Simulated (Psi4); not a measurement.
# doublet [B2H4F2]+: levels of theory compared

Aim: a comparison of 5 runs (U-wB97X/cc-pVDZ, UB3LYP/cc-pVDZ, UCAM-B3LYP/cc-pVDZ, UM06-2X/cc-pVDZ, UPBE0/cc-pVDZ) of doublet [B2H4F2]+. 

The calculation is run with Psi4 1.11.

**1. The structure to begin with**

[B2H4F2]+ has 8 atoms, charge +1, and is taken as a doublet. As SMILES of the parent species, `[BH2-]1[F+][BH2-][F+]1`. The shape is that of a PBE0-D4/def2-TZVP optimisation. That shape belongs to the parent species and isn't relaxed for this state.

Bond lengths: B1–F2 1.538 Å, F2–B3 1.538 Å, B1–F4 1.538 Å, B3–F4 1.538 Å, B1–H5 1.190 Å, B1–H6 1.190 Å, B3–H7 1.190 Å, B3–H8 1.190 Å. Some angles: B1–F2–B3 91.9°, F2–B1–F4 88.1°, F2–B3–F4 88.1°, B1–F4–B3 91.9°, F2–B1–H5 110.0°, F2–B1–H6 110.0°, F4–B1–H5 110.0°, F4–B1–H6 110.0°, F2–B3–H7 110.0°, F2–B3–H8 110.0°.

**2. The energy at U-wB97X/cc-pVDZ (run 1)**

b2f2h4.in

```
memory 2200 mb

molecule geom {
  1 2
  B     -0.92218635     1.79013756    -0.55520154
  F      1.20432246     1.01289320     1.26725034
  B      0.92218635    -1.78994859     0.55539051
  F     -1.20337760    -1.01270423    -1.26819520
  H     -0.06803014     2.94287049    -2.28713553
  H     -2.72158356     2.47251766     0.60849181
  H      2.72158356    -2.47384047    -0.60773592
  H      0.06689630    -2.94192563     2.28713553
  units bohr
  symmetry c1
}

set {
  basis                cc-pVDZ
  reference            uks
  puream               true
  e_convergence        1e-09
  d_convergence        1e-08
  scf_type             pk
  dft_radial_points    99
  dft_spherical_points 590
  maxiter              100
}

E, wfn = energy('wb97x', return_wfn=True)
oeprop(wfn, 'DIPOLE', 'MAYER_INDICES', 'WIBERG_LOWDIN_INDICES')
```

Command:

```
$ psi4 -n 1 b2f2h4.in b2f2h4.out
```

b2f2h4.out:

```text
[...]
  Running in c1 symmetry.
[...]
  Nuclear repulsion =  118.500675984207234
[...]
  Multiplicity = 2
[...]
  Nalpha       = 16
  Nbeta        = 15
[...]
    Number of basis functions: 76
[...]
   @UKS iter   1:  -251.32880553393704   -3.37392e-01   2.55675e-03 DIIS/ADIIS
[...]
   @UKS iter  12:  -251.35632491077749   -1.90425e-12   5.19489e-09 DIIS
[...]
   @S^2 Observed:                7.539477230E-01
[...]
    Orbital Energies [Eh]
    ---------------------
    Alpha Occupied:
       1A    -25.106714     2A    -25.106694     3A     -7.207553
       4A     -7.207501     5A     -1.696857     6A     -1.638128
       7A     -1.028025     8A     -1.006153     9A     -0.946829
      10A     -0.938283    11A     -0.866206    12A     -0.847619
      13A     -0.845105    14A     -0.784960    15A     -0.749976
      16A     -0.708046
    Alpha Virtual:
      17A     -0.138951    18A     -0.069449    19A     -0.053270
      20A     -0.012804    21A      0.023607    22A      0.045155
      23A      0.061277    24A      0.081818    25A      0.105644
[...]
  @UKS Final Energy:  -251.35632491077749
   => Energetics <=
    Nuclear Repulsion Energy =            118.5006759842072341
    One-Electron Energy =                -572.9816880818265190
    Two-Electron Energy =                 224.5340173401500863
    DFT Exchange-Correlation Energy =     -21.4093301533083071
    Empirical Dispersion Energy =           0.0000000000000000
    VV10 Nonlocal Energy =                  0.0000000000000000
    Total Energy =                       -251.3563249107774880
  UHF NO Occupations:
  HONO-2 :   14  A 1.9994861
  HONO-1 :   15  A 1.9994208
[...]
 Multipole Moments:
 ------------------------------------------------------------------------------------
     Multipole            Electronic (a.u.)      Nuclear  (a.u.)        Total (a.u.)
 ------------------------------------------------------------------------------------
 L = 1.  Multiply by 2.5417464519 to convert [e a0] to [Debye]
 Dipole X            :          0.0009120           -0.0010280           -0.0001161
 Dipole Y            :         -0.0000275           -0.0003753           -0.0004028
 Dipole Z            :         -0.0001591            0.0007458            0.0005867
 Magnitude           :                                                    0.0007211
[...]
```

Run time: 18 s. Hardware: 1 thread of Intel Xeon 6975P-C (Granite Rapids), shared host; peak memory 1.3 GiB.

**3. The energy at UB3LYP/cc-pVDZ (run 2)**

b2f2h4.json

```json
{
 "schema_name": "qcschema_input",
 "schema_version": 1,
 "molecule": {
  "schema_name": "qcschema_molecule",
  "schema_version": 2,
  "symbols": ["B", "F", "B", "F", "H", "H", "H", "H"],
  "geometry": [-0.92218635, 1.79013756, -0.55520154, 1.20432246, 1.0128932, 1.26725034, 0.92218635, -1.78994859, 0.55539051, -1.2033776, -1.01270423, -1.2681952, -0.06803014, 2.94287049, -2.28713553, -2.72158356, 2.47251766, 0.60849181, 2.72158356, -2.47384047, -0.60773592, 0.0668963, -2.94192563, 2.28713553],
  "molecular_charge": 1,
  "molecular_multiplicity": 2,
  "fix_symmetry": "c1"
 },
 "driver": "energy",
 "model": {
  "method": "b3lyp",
  "basis": "cc-pVDZ"
 },
 "keywords": {
  "reference": "uks",
  "puream": true,
  "e_convergence": 1e-09,
  "d_convergence": 1e-08,
  "scf_type": "pk",
  "dft_radial_points": 99,
  "dft_spherical_points": 590,
  "maxiter": 100,
  "scf_properties": ["DIPOLE", "MULLIKEN_CHARGES", "WIBERG_LOWDIN_INDICES"]
 }
}
```

Command:

```
$ psi4 --qcschema b2f2h4.json -n 1 --memory 2200MB
```

stdout (excerpt; [...] marks lines left out):

```text
[...]
  Running in c1 symmetry.
[...]
  Nuclear repulsion =  118.500675984207234
[...]
  Multiplicity = 2
[...]
  Nalpha       = 16
  Nbeta        = 15
[...]
    Number of basis functions: 76
[...]
   @UKS iter   1:  -251.41739745059417   -1.55225e-01   2.07989e-03 ADIIS/DIIS
[...]
   @UKS iter  12:  -251.43618332124751   -5.31486e-12   3.80335e-09 DIIS
[...]
   @S^2 Observed:                7.532008677E-01
[...]
  @UKS Final Energy:  -251.43618332124751
   => Energetics <=
    Nuclear Repulsion Energy =            118.5006759842072341
    One-Electron Energy =                -573.0476391278580195
    Two-Electron Energy =                 227.5193656247641059
    DFT Exchange-Correlation Energy =     -24.4085858023608360
    Empirical Dispersion Energy =           0.0000000000000000
    VV10 Nonlocal Energy =                  0.0000000000000000
    Total Energy =                       -251.4361833212475119
  UHF NO Occupations:
  HONO-2 :   14  A 1.9994965
  HONO-1 :   15  A 1.9994956
[...]
 Multipole Moments:
 ------------------------------------------------------------------------------------
     Multipole            Electronic (a.u.)      Nuclear  (a.u.)        Total (a.u.)
 ------------------------------------------------------------------------------------
 L = 1.  Multiply by 2.5417464519 to convert [e a0] to [Debye]
 Dipole X            :          0.0008384           -0.0010280           -0.0001897
 Dipole Y            :          0.0001920           -0.0003753           -0.0001833
 Dipole Z            :         -0.0002557            0.0007458            0.0004901
 Magnitude           :                                                    0.0005566
[...]
  Mulliken Charges: (a.u.)
   Center  Symbol    Alpha    Beta     Spin     Total
       1     B     2.40372  2.33382  0.06990  0.26246
       2     F     4.57857  4.45957  0.11900 -0.03815
       3     B     2.40375  2.33380  0.06995  0.26245
       4     F     4.57861  4.45957  0.11905 -0.03818
       5     H     0.50882  0.35334  0.15548  0.13784
       6     H     0.50884  0.35333  0.15551  0.13784
       7     H     0.50884  0.35327  0.15557  0.13789
       8     H     0.50885  0.35330  0.15555  0.13785
   Total alpha = 16.00000, Total beta = 15.00000, Total charge =  1.00000
[...]
```

The result, in JSON:

```text
{
 "driver": "energy",
 "model": {
  "method": "b3lyp",
  "basis": "cc-pVDZ"
 },
 "success": true,
 "return_result": -251.4361833212475,
 "properties": {
  "calcinfo_nbasis": 76,
  "calcinfo_nmo": 76,
  "calcinfo_nalpha": 16,
  "calcinfo_nbeta": 15,
  "calcinfo_natom": 8,
  "nuclear_repulsion_energy": 118.50067598420723,
  "return_energy": -251.4361833212475,
  "scf_one_electron_energy": -573.047639127858,
  "scf_two_electron_energy": 227.5193656247641,
  "scf_xc_energy": -24.408585802360836,
  "scf_dipole_moment": [-0.0001896567068421645, -0.00018326464721318825, 0.0004901225410152144],
  "scf_total_energy": -251.4361833212475,
  "scf_iterations": 12
 }
}
```

It took 17 s on 1 thread of Intel Xeon 6975P-C (Granite Rapids), shared host; peak memory 1.2 GiB.

**4. The energy at UCAM-B3LYP/cc-pVDZ (run 3)**

b2f2h4.xyz

```xyz
8
B2F2H4
B     -0.488000     0.947300    -0.293800
F      0.637300     0.536000     0.670600
B      0.488000    -0.947200     0.293900
F     -0.636800    -0.535900    -0.671100
H     -0.036000     1.557300    -1.210300
H     -1.440200     1.308400     0.322000
H      1.440200    -1.309100    -0.321600
H      0.035400    -1.556800     1.210300
```

run.py

```python
import psi4

psi4.set_memory('2200 MB')
psi4.set_num_threads(1)
psi4.set_output_file('psi4.out', False)

with open('b2f2h4.xyz') as f:
    atoms = ''.join(f.readlines()[2:])
m = psi4.geometry('1 2\n' + atoms + 'symmetry c1\nno_reorient\nno_com')

psi4.set_options({
    'basis': 'cc-pVDZ',
    'reference': 'uks',
    'puream': True,
    'e_convergence': 1e-09,
    'd_convergence': 1e-08,
    'scf_type': 'pk',
    'dft_radial_points': 99,
    'dft_spherical_points': 590,
    'maxiter': 100,
})

e_tot, wfn = psi4.energy("cam-b3lyp", molecule=m, return_wfn=True)
psi4.oeprop(wfn, "DIPOLE", "LOWDIN_CHARGES", "MULLIKEN_CHARGES", title="CAM-B3LYP")
print('E =', round(e_tot, 9))
for k, v in sorted(psi4.core.scalar_variables().items()):
    print(f'{k:45s} {v:18.10f}')
```

Command:

```
$ python run.py
```

psi4.out (excerpt; [...] marks lines left out):

```text
[...]
  Running in c1 symmetry.
[...]
  Nuclear repulsion =  118.500675990828697
[...]
  Multiplicity = 2
[...]
  Nalpha       = 16
  Nbeta        = 15
[...]
    Number of basis functions: 76
[...]
   @UKS iter   1:  -251.31766774558358   -2.64384e-01   1.96283e-03 DIIS/ADIIS
[...]
   @UKS iter  12:  -251.33226100436266   -2.41585e-12   8.98214e-09 DIIS
[...]
   @S^2 Observed:                7.545531112E-01
[...]
  @UKS Final Energy:  -251.33226100436266
   => Energetics <=
    Nuclear Repulsion Energy =            118.5006759908286966
    One-Electron Energy =                -572.9973466506432942
    Two-Electron Energy =                 225.2910494732016389
    DFT Exchange-Correlation Energy =     -22.1266398177497088
    Empirical Dispersion Energy =           0.0000000000000000
    VV10 Nonlocal Energy =                  0.0000000000000000
    Total Energy =                       -251.3322610043626639
  UHF NO Occupations:
  HONO-2 :   14  A 1.9993676
  HONO-1 :   15  A 1.9992821
[...]
 Multipole Moments:
 ------------------------------------------------------------------------------------
     Multipole            Electronic (a.u.)      Nuclear  (a.u.)        Total (a.u.)
 ------------------------------------------------------------------------------------
 L = 1.  Multiply by 2.5417464519 to convert [e a0] to [Debye]
 Dipole X            :         -0.0072447            0.0073699            0.0001252
 Dipole Y            :         -0.0025161            0.0022677           -0.0002484
 Dipole Z            :          0.0071183           -0.0068030            0.0003153
 Magnitude           :                                                    0.0004204
[...]
  Mulliken Charges: (a.u.)
   Center  Symbol    Alpha    Beta     Spin     Total
       1     B     2.40780  2.36014  0.04766  0.23205
       2     F     4.57801  4.45347  0.12454 -0.03148
       3     B     2.40783  2.36011  0.04772  0.23206
       4     F     4.57805  4.45346  0.12459 -0.03151
       5     H     0.50705  0.34325  0.16380  0.14969
       6     H     0.50707  0.34323  0.16384  0.14969
       7     H     0.50708  0.34316  0.16393  0.14976
       8     H     0.50709  0.34318  0.16391  0.14973
   Total alpha = 16.00000, Total beta = 15.00000, Total charge =  1.00000
[...]
```

Standard output:

```text
E = -251.332261004
CURRENT ENERGY                                   -251.3322610044
CURRENT REFERENCE ENERGY                         -251.3322610044
DD SOLVATION ENERGY                                 0.0000000000
DFT FUNCTIONAL TOTAL ENERGY                      -251.3322610044
DFT TOTAL ENERGY                                 -251.3322610044
DFT VV10 ENERGY                                     0.0000000000
DFT XC ENERGY                                     -22.1266398177
GRID ELECTRONS ALPHA                               16.0000012032
GRID ELECTRONS BETA                                15.0000010084
GRID ELECTRONS TOTAL                               31.0000022116
NUCLEAR REPULSION ENERGY                          118.5006759908
ONE-ELECTRON ENERGY                              -572.9973466506
PCM POLARIZATION ENERGY                             0.0000000000
PE ENERGY                                           0.0000000000
SCF ITERATION ENERGY                             -251.3322610044
SCF ITERATIONS                                     12.0000000000
SCF TOTAL ENERGY                                 -251.3322610044
TWO-ELECTRON ENERGY                               225.2910494732
XC GRID RADIAL POINTS                              99.0000000000
XC GRID SPHERICAL POINTS                          590.0000000000
XC GRID TOTAL POINTS                           443155.0000000000
```

It took 20 s on 1 thread of Intel Xeon 6975P-C (Granite Rapids), shared host; peak memory 1.3 GiB.

Run 4 isn't shown in full; the table further down has it.

**5. Energy and forces at UPBE0/cc-pVDZ (run 5)**

job.json

```json
{
  "schema_name": "qcschema_input",
  "schema_version": 1,
  "molecule": {
    "schema_name": "qcschema_molecule",
    "schema_version": 2,
    "symbols": ["B", "F", "B", "F", "H", "H", "H", "H"],
    "geometry": [-0.92218635, 1.79013756, -0.55520154, 1.20432246, 1.0128932, 1.26725034, 0.92218635, -1.78994859, 0.55539051, -1.2033776, -1.01270423, -1.2681952, -0.06803014, 2.94287049, -2.28713553, -2.72158356, 2.47251766, 0.60849181, 2.72158356, -2.47384047, -0.60773592, 0.0668963, -2.94192563, 2.28713553],
    "molecular_charge": 1,
    "molecular_multiplicity": 2,
    "fix_symmetry": "c1"
  },
  "driver": "gradient",
  "model": {
    "method": "pbe0",
    "basis": "cc-pVDZ"
  },
  "keywords": {
    "reference": "uks",
    "puream": true,
    "e_convergence": 1e-09,
    "d_convergence": 1e-08,
    "scf_type": "pk",
    "dft_radial_points": 99,
    "dft_spherical_points": 590,
    "maxiter": 100,
    "scf_properties": ["LOWDIN_CHARGES", "WIBERG_LOWDIN_INDICES", "DIPOLE"]
  }
}
```

Command:

```
$ psi4 --qcschema job.json -n 1 --memory 2200MB
```

stdout (excerpt; [...] marks lines left out):

```text
[...]
  Running in c1 symmetry.
[...]
  Nuclear repulsion =  118.500675984207234
[...]
  Multiplicity = 2
[...]
  Nalpha       = 16
  Nbeta        = 15
[...]
    Number of basis functions: 76
[...]
   @UKS iter   1:  -251.14309628432790   -1.65840e-01   1.81591e-03 ADIIS/DIIS
[...]
   @UKS iter  12:  -251.15752270040628   -1.81899e-12   8.68606e-09 DIIS
[...]
   @S^2 Observed:                7.534954010E-01
[...]
  @UKS Final Energy:  -251.15752270040628
   => Energetics <=
    Nuclear Repulsion Energy =            118.5006759842072341
    One-Electron Energy =                -573.0166218648000722
    Two-Electron Energy =                 226.0323545708903623
    DFT Exchange-Correlation Energy =     -22.6739313907038174
    Empirical Dispersion Energy =           0.0000000000000000
    VV10 Nonlocal Energy =                  0.0000000000000000
    Total Energy =                       -251.1575227004062754
  UHF NO Occupations:
  HONO-2 :   14  A 1.9994463
  HONO-1 :   15  A 1.9994368
[...]
 Multipole Moments:
 ------------------------------------------------------------------------------------
     Multipole            Electronic (a.u.)      Nuclear  (a.u.)        Total (a.u.)
 ------------------------------------------------------------------------------------
 L = 1.  Multiply by 2.5417464519 to convert [e a0] to [Debye]
 Dipole X            :          0.0008434           -0.0010280           -0.0001847
 Dipole Y            :          0.0001633           -0.0003753           -0.0002119
 Dipole Z            :         -0.0002399            0.0007458            0.0005059
 Magnitude           :                                                    0.0005787
[...]
  -Total Gradient:
     Atom            X                  Y                   Z
    ------   -----------------  -----------------  -----------------
       1       -0.014181446834     0.027465291167    -0.008466999498
       2        0.007885276272     0.006602708447     0.008255242562
       3        0.014113162481    -0.027478354515     0.008596960221
       4       -0.007858681590    -0.006597943433    -0.008316403846
       5       -0.002319508959    -0.014622080530     0.013873256655
       6        0.015741541967    -0.011428940191    -0.005828915898
       7       -0.015716416085     0.011427148114     0.005795291939
       8        0.002335636268     0.014632104661    -0.013907940558
[...]
```

The result, in JSON:

```text
{
 "driver": "gradient",
 "model": {
  "method": "pbe0",
  "basis": "cc-pVDZ"
 },
 "success": true,
 "return_result": [-0.014181446833634419, 0.027465291167450764, -0.008466999498172922, 0.007885276272096647, 0.006602708446814265, 0.008255242561602524, 0.014113162481116121, -0.027478354514915915, 0.00859696022101091, -0.007858681590463948, -0.006597943432657211, -0.008316403845571349, -0.002319508959404408, -0.014622080530371742, 0.013873256654613197, 0.015741541967045747, -0.01142894019076298, -0.005828915898311915, -0.015716416085157475, 0.01142714811430482, 0.0057952919388165325, 0.002335636268119029, 0.01463210466146496, -0.013907940558345905],
 "properties": {
  "calcinfo_nbasis": 76,
  "calcinfo_nmo": 76,
  "calcinfo_nalpha": 16,
  "calcinfo_nbeta": 15,
  "calcinfo_natom": 8,
  "nuclear_repulsion_energy": 118.50067598420723,
  "return_energy": -251.15752270040628,
  "return_gradient": [-0.014181446833634419, 0.027465291167450764, -0.008466999498172922, 0.007885276272096647, 0.006602708446814265, 0.008255242561602524, 0.014113162481116121, -0.027478354514915915, 0.00859696022101091, -0.007858681590463948, -0.006597943432657211, -0.008316403845571349, -0.002319508959404408, -0.014622080530371742, 0.013873256654613197, 0.015741541967045747, -0.01142894019076298, -0.005828915898311915, -0.015716416085157475, 0.01142714811430482, 0.0057952919388165325, 0.002335636268119029, 0.01463210466146496, -0.013907940558345905],
  "scf_one_electron_energy": -573.0166218648001,
  "scf_two_electron_energy": 226.03235457089036,
  "scf_xc_energy": -22.673931390703817,
  "scf_dipole_moment": [-0.00018465612510880358, -0.00021193648949446864, 0.000505872247946848],
  "scf_total_energy": -251.15752270040628,
  "scf_total_gradient": [-0.014181446833634419, 0.027465291167450764, -0.008466999498172922, 0.007885276272096647, 0.006602708446814265, 0.008255242561602524, 0.014113162481116121, -0.027478354514915915, 0.00859696022101091, -0.007858681590463948, -0.006597943432657211, -0.008316403845571349, -0.002319508959404408, -0.014622080530371742, 0.013873256654613197, 0.015741541967045747, -0.01142894019076298, -0.005828915898311915, -0.015716416085157475, 0.01142714811430482, 0.0057952919388165325, 0.002335636268119029, 0.01463210466146496, -0.013907940558345905],
  "scf_iterations": 12
 }
}
```

It took 20 s on 1 thread of Intel Xeon 6975P-C (Granite Rapids), shared host; peak memory 1.2 GiB.

**6. The series**

| run | level | task | energy (Eh) | HOMO energy (eV) | LUMO energy (eV) | ⟨S²⟩ | wall time |
| --- | --- | --- | --- | --- | --- | --- | --- |
| 1 | U-wB97X/cc-pVDZ | energy | -251.356325 | -18.42 | -12.25 | 0.754 | 18 s |
| 2 | UB3LYP/cc-pVDZ | energy | -251.436183 | -16.30 | -14.16 | 0.753 | 17 s |
| 3 | UCAM-B3LYP/cc-pVDZ | energy | -251.332261 | -17.54 | -13.09 | 0.755 | 20 s |
| 4 | UM06-2X/cc-pVDZ | energy | -251.326754 | -17.30 | -13.41 | 0.755 | 33 s |
| 5 | UPBE0/cc-pVDZ | gradient | -251.157523 | -16.40 | -13.98 | 0.753 | 20 s |

**7. Results**

```
                                 quantity          value
                      run 5: total energy  -251.15752 Eh
run 5: HOMO energy (highest over α and β)      -16.40 eV
 run 5: LUMO energy (lowest over α and β)      -13.98 eV
                              run 5: ⟨S²⟩          0.753
          run 5: largest force on an atom     1.649 eV/Å
```

In words: Totals of different functionals can't be ranked against each other. All runs together took 1.8 min, the longest 33 s.
